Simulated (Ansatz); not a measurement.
# C3H12OSi2: a nudged elastic band in two tries

Aim: a band of images between two relaxed ends for this system. SMILES of the start: COC[SiH2][SiH2]C.

Method: RKS PBE0-D4/6-31G*, in Ansatz 0.2.0.

## Step 1: The system as given

Bond lengths (14 of 17 bonds, heavy atoms first): C1–O2 1.403 Å, O2–C3 1.413 Å, C3–Si4 1.907 Å, Si4–Si5 2.338 Å, Si5–C6 1.886 Å, C1–H7 1.101 Å, C1–H8 1.102 Å, C1–H9 1.093 Å, C3–H10 1.104 Å, C3–H11 1.104 Å, Si4–H12 1.495 Å, Si4–H13 1.494 Å, Si5–H14 1.496 Å, Si5–H15 1.496 Å. Angles (14 of 31 angles, heavy atoms first): C1–O2–C3 112.3°, O2–C3–Si4 107.3°, C3–Si4–Si5 108.0°, Si4–Si5–C6 111.3°, O2–C1–H7 111.5°, O2–C1–H8 111.5°, O2–C1–H9 107.4°, O2–C3–H10 110.7°, O2–C3–H11 110.9°, Si4–C3–H10 110.0°, Si4–C3–H11 111.4°, C3–Si4–H12 108.0°, C3–Si4–H13 109.5°, Si5–Si4–H12 112.4°.

Its coordinates follow in the input file.

## Step 2: First try

Contents of input.yaml:

```yaml
crystal:
  periodic: [false, false, false]
  atoms:
    - { symbol: C, position_ang: [1.549224, -1.036692, 1.91482] }
    - { symbol: O, position_ang: [0.912447, -0.283123, 0.916725] }
    - { symbol: C, position_ang: [1.529989, -0.433301, -0.345794] }
    - { symbol: Si, position_ang: [0.548288, 0.631341, -1.585826] }
    - { symbol: Si, position_ang: [-1.728772, 0.246605, -1.223449] }
    - { symbol: C, position_ang: [-2.291402, 0.963873, 0.427423] }
    - { symbol: H, position_ang: [2.597882, -0.726999, 2.047074] }
    - { symbol: H, position_ang: [1.53282, -2.112797, 1.680166] }
    - { symbol: H, position_ang: [1.006984, -0.866614, 2.848676] }
    - { symbol: H, position_ang: [1.517179, -1.490818, -0.663444] }
    - { symbol: H, position_ang: [2.589525, -0.127351, -0.303946] }
    - { symbol: H, position_ang: [0.978498, 0.248775, -2.96571] }
    - { symbol: H, position_ang: [0.893928, 2.071174, -1.389284] }
    - { symbol: H, position_ang: [-1.954103, -1.231941, -1.252513] }
    - { symbol: H, position_ang: [-2.526854, 0.827731, -2.347724] }
    - { symbol: H, position_ang: [-2.195246, 2.054654, 0.430201] }
    - { symbol: H, position_ang: [-3.336016, 0.710802, 0.635763] }
    - { symbol: H, position_ang: [-1.661572, 0.565982, 1.228544] }
basis:
  gaussian: { orbitals: "6-31G*" }
hamiltonian:
  xc: pbe0
  dispersion: d4
neb:
  order_check: false
  images: 0
  f_tol: 0.03
  max_iterations: 8
  initial_path: idpp
  final_atoms:
    - { symbol: C, position_ang: [1.5041285, -1.09625623, 1.91798199] }
    - { symbol: O, position_ang: [0.89532843, -0.31676314, 0.92190858] }
    - { symbol: C, position_ang: [1.52003357, -0.47240412, -0.33697935] }
    - { symbol: Si, position_ang: [0.57928705, 0.63090779, -1.57446457] }
    - { symbol: Si, position_ang: [-1.71056491, 0.30570757, -1.23592319] }
    - { symbol: C, position_ang: [-2.26836855, 1.02115451, 0.41743169] }
    - { symbol: H, position_ang: [2.55866066, -0.81357674, 2.06362012] }
    - { symbol: H, position_ang: [1.46412773, -2.16919659, 1.67110794] }
    - { symbol: H, position_ang: [0.95732154, -0.92338736, 2.84864634] }
    - { symbol: H, position_ang: [1.48036697, -1.5262647, -0.66441] }
    - { symbol: H, position_ang: [2.58729731, -0.19656414, -0.28282238] }
    - { symbol: H, position_ang: [1.01026458, 0.25255203, -2.95533172] }
    - { symbol: H, position_ang: [0.96223796, 2.05887462, -1.36115659] }
    - { symbol: H, position_ang: [-1.97699236, -1.16577199, -1.28304249] }
    - { symbol: H, position_ang: [-2.4808228, 0.92061711, -2.36184779] }
    - { symbol: H, position_ang: [-3.32319384, 0.80077289, 0.61141778] }
    - { symbol: H, position_ang: [-1.66075841, 0.5927379, 1.22045884] }
    - { symbol: H, position_ang: [-2.13555443, 2.10816159, 0.43510679] }
```

On the command line:

```bash
$ ansatz run input.yaml --threads 2 --pin off --max-ram 3072MiB --backend cpu --events-out ev --progress --plain --runs-dir out
```

The program printed:

```text
Error: invalid value for `neb.images`: must be ≥ 1; got 0
```

Run time: 0.03 s. Hardware: 2 threads of Arm Neoverse V1, shared host; peak memory 0.031 GiB.

## Step 3: What went wrong

The run ended at the input check. The line that matters: «invalid value for `neb.images`: must be ≥ 1; got 0»

The band is given no inner image.

Fix: ask for three or more images.

## Step 4: The mended input

input.yaml: that of step 2 with these lines changed.

```diff
@@ -28,5 +28,5 @@
   order_check: false
-  images: 0
+  images: 7
   f_tol: 0.03
-  max_iterations: 8
+  max_iterations: 60
   initial_path: idpp
```

On the command line:

```bash
$ ansatz run input.yaml --threads 2 --pin off --max-ram 3072MiB --backend cpu --events-out ev --progress --plain --runs-dir out
```

The limit on steps is raised as well. The first and last lines of the walk in its log:

```text
NEB iter   1: max|band force component| = 4.633e-1 eV/Å  barrier→ = 0.0957 eV  barrier← = 0.0957 eV  CI = image 4  Δτ_max = 0.0708 Å  (235 SCF iters)
NEB iter   2: max|band force component| = 2.021e-1 eV/Å  barrier→ = 0.0694 eV  barrier← = 0.0694 eV  CI = image 4  Δτ_max = 0.0386 Å  (194 SCF iters)
NEB iter   3: max|band force component| = 3.664e-2 eV/Å  barrier→ = 0.0675 eV  barrier← = 0.0674 eV  CI = image 4  Δτ_max = 0.0150 Å  (165 SCF iters)
NEB iter   4: max|band force component| = 2.947e-2 eV/Å  barrier→ = 0.0670 eV  barrier← = 0.0670 eV  CI = image 4  Δτ_max = 0.0000 Å  (344 SCF iters)
```

Wall time 3.3 min (2 threads of Arm Neoverse V1, shared host); peak memory 0.33 GiB.

With the input mended the run goes through: 4 iterations, highest image 0.07 eV above the first end.

## Step 5: Outcome

| quantity | value |
| --- | --- |
| first try | refused |
| cause | the band is given no inner image |

In words: The fault in the first input was caught at the input check and cost nothing.
